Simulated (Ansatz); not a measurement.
**SiGePH+ (doublet): wave-function methods side by side, cc-pVDZ**

An exercise on one series of results from a longer session: the logs are not shown, and one member is left open.

The runs use Ansatz 0.2.0, Gaussian basis; cc-pVDZ, core rule «outside noble gas», up to 24 orbitals frozen.

Plan: UHF; CCSD(T) on UHF; BCCD(T) on ROHF; CISD.

39 further runs of the same task are left out: 27 that didn't finish, 12 set aside as unsound or not needed.

### The system

The geometry is a PBE0/def2-TZVP stationary point (not a proven minimum) of the parent state, kept for this charge and spin. No spin-orbit coupling is included. The filled d shell of Ge may be among the frozen orbitals whatever the setting's name suggests; the logs give the count.

4 atoms, charge 1, spin multiplicity 2.

Atoms are counted from 1 here; the program's logs count them from 0.

Bond lengths: Ge1–Si2 2.295 Å, Si2–P3 2.078 Å, P3–H4 1.435 Å. Angles: Ge1–Si2–P3 176.1°, Si2–P3–H4 83.2°.

Coordinates:

```csv
atom,x (Å),y (Å),z (Å)
Ge1,0.0000,-0.3184,2.7361
Si2,0.0000,-0.2931,0.4416
P3,0.0000,-0.4105,-1.6334
H4,0.0000,1.0219,-1.5442
```

The first run:

Contents of in.yaml:

```yaml
crystal:
  periodic: [false, false, false]
  atoms:
    - {symbol: Ge, position_ang: [-0.000001, -0.318403, 2.736058]}
    - {symbol: Si, position_ang: [0.000005, -0.293052, 0.441608]}
    - {symbol: P, position_ang: [-0.000002, -0.410479, -1.633446]}
    - {symbol: H, position_ang: [-0.000003, 1.021934, -1.544221]}
basis:
  gaussian: {orbitals: cc-pVDZ}
total_charge: 1
magnetization: {spin_polarized: true, initial_magnetization: 1}
hamiltonian: {xc: hf}
output: {orbitals: {seedname: orbitals}}
```

The run is started by

```console
> ansatz run in.yaml --threads 1 --pin off --events-out ev --progress --plain --max-ram 2393MiB
```

Steps of the session up to this table: UHF; CCSD(T) on UHF; BCCD(T) on ROHF; CISD.

One of the session's tables, all rows but one given; the rest of the session is left out.

```
  method  from UCCSD(T) (meV)
     UHF                    ?
    UMP2              +1836.9
   UCCSD               +416.6
UCCSD(T)                    0
 BCCD(T)                -62.8
```

Q: Estimate the row for UHF from the others.

As computed: from UCCSD(T) (meV): +7879.5. In the column «from UCCSD(T) (meV)» it is the highest.

Not comparable, so not listed: CISD (they don't share determinant, frozen orbitals or solution with the rows shown, or repeat one).

To keep in mind: The determinant is far from a pure spin state, so its energy mixes those of several spin states (harmless only where they are near-degenerate, as at dissociation).
